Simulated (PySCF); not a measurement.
# [WO3Br]−: forces at shaken geometries

How stiff is [WO3Br]−? Its atoms are displaced at random by several amounts. The species was built from a template and needn't be a known compound.

The runs use PySCF 2.14.0; PBE, W def2-SVP with ECP60, O def2-SVP, Br def2-SVP; scalar-relativistic core potentials, no spin–orbit coupling.

3 further runs of the same task are left out: 2 for a known fault of the program, 1 that didn't finish.

## Step 1: The system as given

5 atoms, charge -1, spin multiplicity 1.

Bond lengths: W1–O2 1.760 Å, W1–O3 1.760 Å, W1–O4 1.760 Å, W1–Br5 2.532 Å. Angles: O2–W1–O3 108.7°, O2–W1–O4 108.6°, O2–W1–Br5 110.1°, O3–W1–O4 108.7°, O3–W1–Br5 110.6°, O4–W1–Br5 110.1°.

As a file:

| atom | x (Å) | y (Å) | z (Å) |
| --- | --- | --- | --- |
| W1 | 0.0000 | 0.3468 | 0.1532 |
| O2 | 1.4293 | 0.4654 | 1.1726 |
| O3 | 0.0000 | 1.6961 | -0.9764 |
| O4 | -1.4293 | 0.4654 | 1.1726 |
| Br5 | 0.0000 | -1.8585 | -1.0904 |

Formal oxidation states: W +6. An earlier session relaxed this geometry at PBE, W def2-SVP with ECP60, O def2-SVP, Br def2-SVP (singlet, point group C3v).

Its energy there is -2866.187365 Eh.

## Step 2: Atoms moved at random, σ = 0.15 Å

Input file run.py (the lines that set the calculation):

```python
mol = gto.M(atom='''
W      0.01436     0.50342     0.29356
O      1.41465     0.30378     1.10116
O      0.13741     1.63581    -0.93051
O     -1.39863     0.42982     1.06623
Br    -0.16780    -1.75751    -1.09880''',
    basis={'W': 'def2-SVP', 'O': 'def2-SVP', 'Br': 'def2-SVP'},
    ecp={'W': 'def2-SVP'},
    charge=-1, spin=0)
mf = dft.RKS(mol, xc='PBE')
mf.grids.atom_grid = (50, 194)
mf = mf.density_fit()  # fitting sets: W def2-universal-JKFIT, O def2-universal-JKFIT, Br def2-universal-JKFIT
mf.conv_tol = 1e-08; mf.max_cycle = 55
mf.kernel(dm0)  # dm0: the density of the relaxed state
```

Command:

```console
OMP_NUM_THREADS=2 python run.py
```

What it wrote:

```text
init E= -2866.15210745112
  HOMO = -0.0873528086417902  LUMO = 0.061465105276327  gap/eV = 4.04954
cycle= 1 E= -2866.09497160604  delta_E= 0.0571  |g|= 0.223  |ddm|= 1.27
  HOMO = -0.0333770739627769  LUMO = 0.107901810826014  gap/eV = 3.84439
cycle= 2 E= -2866.0434998704  delta_E= 0.0515  |g|= 0.538  |ddm|= 0.678
  HOMO = -0.0507180216704221  LUMO = 0.0901791349422512  gap/eV = 3.83401
cycle= 3 E= -2866.1000871835  delta_E= -0.0566  |g|= 0.171  |ddm|= 0.509
  HOMO = -0.0642477938832147  LUMO = 0.0817126269368761  gap/eV = 3.97179
cycle= 4 E= -2866.1054955786  delta_E= -0.00541  |g|= 0.0434  |ddm|= 0.156
  HOMO = -0.0633002867100104  LUMO = 0.0832499306554861  gap/eV = 3.98783
cycle= 5 E= -2866.1059032656  delta_E= -0.000408  |g|= 0.0174  |ddm|= 0.0494
  HOMO = -0.062063164444773  LUMO = 0.0836753143064994  gap/eV = 3.96575
cycle= 6 E= -2866.10594969414  delta_E= -4.64e-05  |g|= 0.00688  |ddm|= 0.0179
  HOMO = -0.0621954174209604  LUMO = 0.0837259943464808  gap/eV = 3.97072
cycle= 7 E= -2866.1059601298  delta_E= -1.04e-05  |g|= 0.00283  |ddm|= 0.00871
  HOMO = -0.0623084417362271  LUMO = 0.083789185415901  gap/eV = 3.97552
cycle= 8 E= -2866.1059606713  delta_E= -5.41e-07  |g|= 0.00221  |ddm|= 0.00336
  HOMO = -0.0622515346363477  LUMO = 0.0837637929197098  gap/eV = 3.97328
cycle= 9 E= -2866.10596163183  delta_E= -9.61e-07  |g|= 0.000126  |ddm|= 0.0016
  HOMO = -0.0622537303503868  LUMO = 0.083761586127574  gap/eV = 3.97328
cycle= 10 E= -2866.10596163541  delta_E= -3.58e-09  |g|= 2.56e-05  |ddm|= 0.000143
  HOMO = -0.0622583282888615  LUMO = 0.0837589015146886  gap/eV = 3.97333
Extra cycle  E= -2866.10596163496  delta_E= 4.51e-10  |g|= 5.4e-05  |ddm|= 7.15e-05
converged SCF energy = -2866.10596163496
```

Run time: 4.1 s. Hardware: 2 threads of AMD EPYC 9B14 (Zen 4), shared host.

It gives: E = -2866.105962 Eh (+2.215 eV from the relaxed state), HOMO -1.69 eV, LUMO 2.28 eV, Mulliken charge on W1 +0.60 e, largest force component 9.762 eV/Å. 

| atom | Fx | Fy | Fz (eV/Å) |
| --- | --- | --- | --- |
| W1 | 1.292 | -5.924 | -8.963 |
| O2 | 8.124 | -0.482 | 5.970 |
| O3 | 0.235 | 5.111 | -4.008 |
| O4 | -9.762 | 0.517 | 6.508 |
| Br5 | 0.111 | 0.777 | 0.493 |

## Step 3: Atoms moved at random, σ = 0.1 Å

Input file run.py (the lines that set the calculation):

```python
mol = gto.M(atom='''
W      0.05950     0.37180     0.14520
O      1.33616     0.50472     1.22673
O     -0.16634     1.81683    -0.96448
O     -1.47996     0.31494     1.07900
Br     0.25064    -1.89296    -1.05481''',
    basis={'W': 'def2-SVP', 'O': 'def2-SVP', 'Br': 'def2-SVP'},
    ecp={'W': 'def2-SVP'},
    charge=-1, spin=0)
mf = dft.RKS(mol, xc='PBE')
mf.grids.atom_grid = (50, 194)
mf = mf.density_fit()  # fitting sets: W def2-universal-JKFIT, O def2-universal-JKFIT, Br def2-universal-JKFIT
mf.conv_tol = 1e-08; mf.max_cycle = 55
mf.kernel(dm0)  # dm0: the density of the relaxed state
```

Command:

```console
OMP_NUM_THREADS=2 python run.py
```

What it wrote:

```text
init E= -2866.1263397712
  HOMO = -0.098055442801551  LUMO = 0.0549733841578756  gap/eV = 4.16413
cycle= 1 E= -2866.1383860329  delta_E= -0.012  |g|= 0.391  |ddm|= 0.737
  HOMO = 0.0249176581020135  LUMO = 0.111635852579444  gap/eV = 2.35972
cycle= 2 E= -2865.39847544481  delta_E= 0.74  |g|= 1.92  |ddm|=  1.6
  HOMO = -0.0435416960950499  LUMO = 0.114129753653507  gap/eV = 4.29046
cycle= 3 E= -2866.13024358194  delta_E= -0.732  |g|= 0.437  |ddm|= 1.33
  HOMO = -0.0477313338558786  LUMO = 0.0927416567726252  gap/eV = 3.82246
cycle= 4 E= -2866.16772434448  delta_E= -0.0375  |g|= 0.155  |ddm|= 0.408
  HOMO = -0.0573994537726651  LUMO = 0.0875368296584101  gap/eV = 3.94392
cycle= 5 E= -2866.17180829005  delta_E= -0.00408  |g|= 0.0511  |ddm|= 0.112
  HOMO = -0.0561437270140324  LUMO = 0.0904902921539648  gap/eV = 3.99011
cycle= 6 E= -2866.17209706802  delta_E= -0.000289  |g|= 0.0416  |ddm|= 0.0628
  HOMO = -0.0549116526445709  LUMO = 0.0911945750063982  gap/eV = 3.97575
cycle= 7 E= -2866.1724437321  delta_E= -0.000347  |g|= 0.00903  |ddm|= 0.0302
  HOMO = -0.0553236282286023  LUMO = 0.0911494479358513  gap/eV = 3.98574
cycle= 8 E= -2866.17246183336  delta_E= -1.81e-05  |g|= 0.00279  |ddm|= 0.00899
  HOMO = -0.0554169262295252  LUMO = 0.0911551239378992  gap/eV = 3.98843
cycle= 9 E= -2866.17246346314  delta_E= -1.63e-06  |g|= 0.000323  |ddm|= 0.00212
  HOMO = -0.0554072028175335  LUMO = 0.0911691284477945  gap/eV = 3.98855
cycle= 10 E= -2866.1724634891  delta_E= -2.6e-08  |g|= 8.21e-05  |ddm|= 0.000348
  HOMO = -0.0554066355298513  LUMO = 0.0911676562080304  gap/eV = 3.98849
cycle= 11 E= -2866.17246349074  delta_E= -1.65e-09  |g|= 9.95e-06  |ddm|= 7.18e-05
  HOMO = -0.0554043554207767  LUMO = 0.0911688040906533  gap/eV = 3.98846
Extra cycle  E= -2866.17246349049  delta_E= 2.57e-10  |g|= 3.62e-05  |ddm|= 3.36e-05
converged SCF energy = -2866.17246349049
```

Run time: 4.3 s. Hardware: 2 threads of AMD EPYC 9B14 (Zen 4), shared host.

Result: E = -2866.172463 Eh (+0.406 eV from the relaxed state), HOMO -1.51 eV, LUMO 2.48 eV, Mulliken charge on W1 +0.69 e, largest force component 6.131 eV/Å. 

| atom | Fx | Fy | Fz (eV/Å) |
| --- | --- | --- | --- |
| W1 | -6.131 | 0.893 | -3.561 |
| O2 | 3.311 | 0.767 | 2.619 |
| O3 | 1.007 | -1.969 | 1.520 |
| O4 | 1.754 | -0.101 | -0.657 |
| Br5 | 0.059 | 0.410 | 0.079 |

## Step 4: Atoms moved at random, σ = 0.06 Å

Input file run.py (the lines that set the calculation):

```python
mol = gto.M(atom='''
W     -0.02870     0.35180     0.12318
O      1.42338     0.36870     1.12452
O      0.07445     1.67443    -0.98838
O     -1.41827     0.47492     1.25259
Br    -0.05085    -1.75452    -1.08027''',
    basis={'W': 'def2-SVP', 'O': 'def2-SVP', 'Br': 'def2-SVP'},
    ecp={'W': 'def2-SVP'},
    charge=-1, spin=0)
mf = dft.RKS(mol, xc='PBE')
mf.grids.atom_grid = (50, 194)
mf = mf.density_fit()  # fitting sets: W def2-universal-JKFIT, O def2-universal-JKFIT, Br def2-universal-JKFIT
mf.conv_tol = 1e-08; mf.max_cycle = 55
mf.kernel(dm0)  # dm0: the density of the relaxed state
```

Command:

```console
OMP_NUM_THREADS=2 python run.py
```

What it wrote:

```text
init E= -2866.18425263058
  HOMO = -0.0636979609545769  LUMO = 0.105677416263442  gap/eV = 4.60894
cycle= 1 E= -2866.17488917727  delta_E= 0.00936  |g|= 0.174  |ddm|= 0.415
  HOMO = -0.0164324147771384  LUMO = 0.11071329473063  gap/eV = 3.45981
cycle= 2 E= -2866.0015131959  delta_E= 0.173  |g|= 0.936  |ddm|= 0.796
  HOMO = -0.0506823933790269  LUMO = 0.114441137304831  gap/eV = 4.49324
cycle= 3 E= -2866.18049642319  delta_E= -0.179  |g|= 0.0778  |ddm|= 0.635
  HOMO = -0.0559847773991454  LUMO = 0.106791050093446  gap/eV = 4.42936
cycle= 4 E= -2866.18173467233  delta_E= -0.00124  |g|= 0.0451  |ddm|= 0.108
  HOMO = -0.0569896257930254  LUMO = 0.107748480298652  gap/eV = 4.48275
cycle= 5 E= -2866.18203937985  delta_E= -0.000305  |g|= 0.0228  |ddm|= 0.0376
  HOMO = -0.0563370835835237  LUMO = 0.108192553157145  gap/eV = 4.47708
cycle= 6 E= -2866.18214343651  delta_E= -0.000104  |g|= 0.00463  |ddm|= 0.0174
  HOMO = -0.0565495939540795  LUMO = 0.108157442591538  gap/eV = 4.48191
cycle= 7 E= -2866.18214791198  delta_E= -4.48e-06  |g|= 0.00088  |ddm|= 0.00362
  HOMO = -0.0565226877955501  LUMO = 0.10818248478438  gap/eV = 4.48186
cycle= 8 E= -2866.18214794371  delta_E= -3.17e-08  |g|= 0.000838  |ddm|= 0.00103
  HOMO = -0.0565376963683143  LUMO = 0.108188783696126  gap/eV = 4.48244
cycle= 9 E= -2866.18214808964  delta_E= -1.46e-07  |g|= 7.82e-05  |ddm|= 0.000619
  HOMO = -0.0565449532749748  LUMO = 0.108184519794505  gap/eV = 4.48252
cycle= 10 E= -2866.18214809109  delta_E= -1.45e-09  |g|= 1.74e-05  |ddm|= 8.84e-05
  HOMO = -0.0565422631786425  LUMO = 0.108186535008041  gap/eV = 4.48250
Extra cycle  E= -2866.18214809017  delta_E= 9.17e-10  |g|= 6.83e-05  |ddm|= 6.39e-05
converged SCF energy = -2866.18214809017
```

Run time: 4.3 s. Hardware: 2 threads of AMD EPYC 9B14 (Zen 4), shared host.

Result: E = -2866.182148 Eh (+0.142 eV from the relaxed state), HOMO -1.54 eV, LUMO 2.94 eV, Mulliken charge on W1 +0.68 e, largest force component 2.885 eV/Å. 

| atom | Fx | Fy | Fz (eV/Å) |
| --- | --- | --- | --- |
| W1 | -0.304 | -0.267 | 2.885 |
| O2 | -0.108 | 0.030 | -0.259 |
| O3 | -0.182 | 1.243 | -0.896 |
| O4 | 0.689 | 0.122 | -1.037 |
| Br5 | -0.096 | -1.128 | -0.692 |

## Step 5: Results

| σ (Å) | energy rise (eV) | harmonic estimate −½ F·u (eV) | largest force component (eV/Å) |
| --- | --- | --- | --- |
| 0.15 | 2.215 | 2.024 | 9.76 |
| 0.1 | 0.406 | 0.423 | 6.13 |
| 0.06 | 0.142 | 0.146 | 2.88 |

Every displacement raises the energy. For a harmonic well the rise equals −½ F·u; the two differ by at most 9 % here (a move with σ = 0.15 Å), from anharmonicity, the grid and the small forces left at the relaxed point. The bases are small and lack diffuse functions. Spin–orbit coupling is left out.
